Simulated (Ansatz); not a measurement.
# CH5BF2O: the cost of one run

Method: RKS PBE-D4/def2-SVP, in Ansatz 0.2.0.

## Step 1: Starting point

Bond lengths: B1–F3 1.320 Å, B1–F4 1.320 Å, B1–O5 1.710 Å, O5–C6 1.420 Å, C6–H7 1.110 Å, C6–H8 1.110 Å, C6–H9 1.110 Å. Angles: F3–B1–F4 120.0°, F3–B1–O5 97.0°, F4–B1–O5 101.2°, B1–O5–C6 125.0°, O5–C6–H7 109.5°, O5–C6–H8 109.5°, O5–C6–H9 109.5°, H7–C6–H8 109.4°, H7–C6–H9 109.4°, H8–C6–H9 109.4°.

Coordinates:

```xyz
10

B     0.0000    0.0000    0.0000
H     0.0000    0.0000    1.5400
F     1.1431    0.0000   -0.6600
F    -1.1431    0.0000   -0.6600
O     0.0715   -1.6212    0.5392
C    -0.5794   -2.7171   -0.0867
H     0.1085   -3.5877   -0.1182
H    -1.4893   -2.9859    0.4895
H    -0.8668   -2.4357   -1.1212
H     0.0379   -0.8605    1.5370
```

## Step 2: Pulling towards end A

Springs on the bonds that form and break draw the guess towards this end; the thresholds are loose.

Input file input.yaml:

```yaml
crystal:
  periodic: [false, false, false]
  atoms:
    - { symbol: B, position_ang: [0.0, 0.0, 0.0] }
    - { symbol: H, position_ang: [0.0, 0.0, 1.54] }
    - { symbol: F, position_ang: [1.1431, 0.0, -0.66] }
    - { symbol: F, position_ang: [-1.1431, 0.0, -0.66] }
    - { symbol: O, position_ang: [0.0715, -1.6212, 0.5392] }
    - { symbol: C, position_ang: [-0.5794, -2.7171, -0.0867] }
    - { symbol: H, position_ang: [0.1085, -3.5877, -0.1182] }
    - { symbol: H, position_ang: [-1.4893, -2.9859, 0.4895] }
    - { symbol: H, position_ang: [-0.8668, -2.4357, -1.1212] }
    - { symbol: H, position_ang: [0.0379, -0.8605, 1.537] }
basis:
  gaussian: { orbitals: def2-SVP }
hamiltonian:
  xc: pbe
  dispersion: d4
relax:
  f_tol: 0.15
  max_steps: 25
  restrain:
    - { distance: [0, 4], at: 2.61, k: 30.0 }
    - { distance: [9, 1], at: 1.86, k: 30.0 }
    - { distance: [0, 1], at: 1.19, k: 30.0 }
    - { distance: [9, 4], at: 1.01, k: 30.0 }
output:
  orbitals: {}
```

Run with:

```sh
ansatz run input.yaml --threads 2 --pin off --max-ram 3072MiB --backend cpu --events-out ev --progress --plain --runs-dir out
```

Q: Estimate wall time and peak memory on 2 threads of Arm Neoverse V2, shared host.

About 23 s, with a peak of 0.15 GiB.
